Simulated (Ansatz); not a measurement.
# CH4OZn: small, medium and large basis sets

Aim: see how fast density functionals converge with the basis set for CH4OZn.

Method: one geometry, several basis sets; program: Ansatz 0.2.0, Gaussian basis.

Levels to be run: PBE0-D4/def2-SVP; ωB97M-V/def2-SVP; PBE0-D4/def2-QZVPP; ωB97M-V/def2-QZVPP; the functionals' def2-TZVPP values are taken from earlier runs.

**1. The geometry**

The geometry comes from an earlier relaxation with PBE0-D4 in a triple-zeta def2 set; it is a stationary point, not always the lowest conformer.

SMILES `[CH3][Zn][OH]`, 7 atoms, charge 0, spin multiplicity 1.

Atoms are counted from 1 here; the program's logs count them from 0.

Bond lengths: C1–Zn2 1.920 Å, C1–H4 1.092 Å, C1–H5 1.092 Å, C1–H6 1.092 Å, Zn2–O3 1.780 Å, O3–H7 0.958 Å. Angles: Zn2–C1–H4 110.6°, Zn2–C1–H5 110.6°, Zn2–C1–H6 110.6°, H4–C1–H5 108.4°, H4–C1–H6 108.3°, H5–C1–H6 108.3°, C1–Zn2–O3 176.0°, Zn2–O3–H7 117.0°.

**2. PBE0-D4 in def2-SVP**

in.yaml reads:

```yaml
crystal:
  periodic: [false, false, false]
  atoms:
    - {symbol: C, position_ang: [-0.983968, 0.656306, -0.330132]}
    - {symbol: Zn, position_ang: [0.573460, -0.400806, 0.047299]}
    - {symbol: O, position_ang: [2.028720, -1.399750, 0.276423]}
    - {symbol: H, position_ang: [-1.755753, 0.047745, -0.805702]}
    - {symbol: H, position_ang: [-0.734777, 1.481867, -0.999876]}
    - {symbol: H, position_ang: [-1.396954, 1.075022, 0.589972]}
    - {symbol: H, position_ang: [2.330371, -1.528484, 1.176316]}
basis:
  gaussian: {orbitals: def2-SVP}
hamiltonian: {xc: pbe0, dispersion: d4}
output: {orbitals: {seedname: orbitals}}
```

The runs that follow: ωB97M-V in def2-SVP; PBE0-D4 in def2-QZVPP; ωB97M-V in def2-QZVPP.

Before running them: what should the planned runs give, taken together? Wanted: PBE0-D4: double and triple zeta above quadruple; ωB97M-V: double and triple zeta above quadruple.

As calculated:

| quantity | value |
| --- | --- |
| PBE0-D4: double and triple zeta above quadruple | 12.44, 1.41 eV |
| ωB97M-V: double and triple zeta above quadruple | 12.55, 1.37 eV |

In words: For PBE0-D4 the step from double to triple zeta gains 11.02 eV and the next only 1.41 eV. These are total energies; as a rule much of such shifts cancels in differences, which this series doesn't test. The LUMO of ωB97M-V is positive and keeps falling with the basis (1.32 to 0.58 eV): an unbound level that the basis holds in place.
